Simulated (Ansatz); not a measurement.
# GeN: the cost of one run

Program: Ansatz 0.2.0. Level of theory: DFT PBE, scalar-relativistic, plane waves, PAW. These are calculated values, not measurements.

1 further run of the same task is left out (set aside as unsound or not needed).

## Step 1: Starting point

The structure is orthorhombic, space group Imm2 (No. 44). Conventional cell: a = 3.095 Å, b = 7.658 Å, c = 5.141 Å, α = 90.00°, β = 90.00°, γ = 90.00°. Ge (site symmetry m) is surrounded by 3 N at 1.87 to 1.88 Å. N (site symmetry m) has 3 Ge at 1.87 to 1.88 Å as nearest neighbours.

Coordinates:

```
CELL_PARAMETERS angstrom
-1.54757 3.82891 2.57040
1.54757 -3.82891 2.57040
1.54757 3.82891 -2.57040
ATOMIC_POSITIONS crystal
Ge 0.27078 0.60614 0.66465
Ge 0.94149 0.60614 0.33535
N 0.01115 0.26258 0.74857
N 0.51401 0.26258 0.25143
```

It is the end of an earlier relaxation with the same method, from a generated guess; it is a trial structure. At a tolerance of 0.02 Å it has space group Imm2 (No. 44); it has 15.23 Å³/atom, an uncorrected energy of +0.08 eV/atom over the elements.

## Step 2: Bands, states and charges

input.yaml

```yaml
crystal:
  lattice:
    - [-1.5475668, 3.8289124, 2.5704006]
    - [1.5475668, -3.8289124, 2.5704006]
    - [1.5475668, 3.8289124, -2.5704006]
  atoms:
    - { symbol: Ge, position: [0.270784, 0.606138, 0.664646] }
    - { symbol: Ge, position: [0.941492, 0.606138, 0.335354] }
    - { symbol: "N", position: [0.01115, 0.2625785, 0.7485715] }
    - { symbol: "N", position: [0.514007, 0.2625785, 0.2514285] }
basis:
  ecutwfc: 420
kpoints:
  mp_grid: { grid: [10, 10, 10] }
  band_path:
    path:
      - [[0.0, 0.0, 0.0], [0.5, -0.5, 0.5], [0.29084021, -0.29084021, 0.70915979]]
      - [[-0.29084021, 0.29084021, 0.29084021], [0.0, 0.0, 0.0], [0.36266546, 0.36266546, -0.36266546]]
      - [[0.63733454, -0.36266546, 0.36266546], [0.5, -0.5, 0.5]]
      - [[0.0, 0.0, 0.0], [0.0, 0.5, 0.0], [0.25, 0.25, 0.25], [0.5, 0.0, 0.0], [0.0, 0.0, 0.0], [0.0, 0.0, 0.5], [0.25, 0.25, 0.25]]
    npoints: 14
hamiltonian:
  xc: pbe
scf:
  occupations: { method: gaussian, width: 0.02 }
  n_extra_bands: 10
output:
  forces: true
  stress: true
  eigenvalues: true
  populations: true
  dos: { projected: true, de: 0.02, nscf_kmesh: { grid: [15, 15, 15] } }
  bader: true
  write_density: true
  write_potential: true
  elf: true
  volumetric_format: npy
```

Started as:

```bash
$ ansatz run input.yaml --threads 1 --pin off --max-ram 3072MiB --backend cpu --events-out ev --progress --plain --runs-dir out
```

Q: Estimate wall time and peak memory on 1 thread of Arm Neoverse V1, shared host.

About 2.6 min, with a peak of 0.72 GiB.
